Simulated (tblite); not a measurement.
# B3H12OP3: the cost of one run

Computed with tblite 0.8.0 and PySCF 2.14.0; each step states its level. No surroundings beyond the atoms listed, unless a continuum is named. Atoms count from 0, parts from 1.

## 1. The system as given

19 atoms, charge 0, multiplicity 1; geometry: distance geometry start.

## 2. Geometry optimisation with GFN2-xTB

The job: settings as JSON, then the geometry in Å.

```
{"job": {"kind": "relax", "xc": "GFN2-xTB", "basis": "xTB"}, "charge": 0, "multiplicity": 1}
P     -1.569574     0.751664    -0.133318
B     -0.098490     1.905246    -0.385484
P      1.310385     1.312937     0.752300
B      1.833143    -0.371947     0.024486
P      0.480073    -1.558827     0.511538
B     -1.177587    -1.076551    -0.231081
O     -1.316361    -1.646502    -1.594489
H     -2.490370     1.011172    -1.162037
H     -2.235132     0.997130     1.078733
H      0.258952     1.906186    -1.512278
H     -0.450882     3.003841    -0.099849
H      2.375757     2.234473     0.730141
H      0.743976     1.090655     2.006785
H      1.819641    -0.236845    -1.148738
H      2.917984    -0.707613     0.415767
H      0.862509    -2.843915    -0.029574
H      0.497660    -1.669770     1.913472
H     -2.002810    -1.652072     0.414924
H     -1.765454    -2.503420    -1.497162
```

With the program's defaults for keys left out, this is: GFN2-xTB geometry optimisation, gas phase.

Run with:

```bash
OMP_NUM_THREADS=1 python cluster_run.py task.json out
```

The driver reads the jobs from task.json and runs them one after another.

**Question.** How long does this first job take on 1 thread of Arm Neoverse V1, shared host?

About 3.6 s.
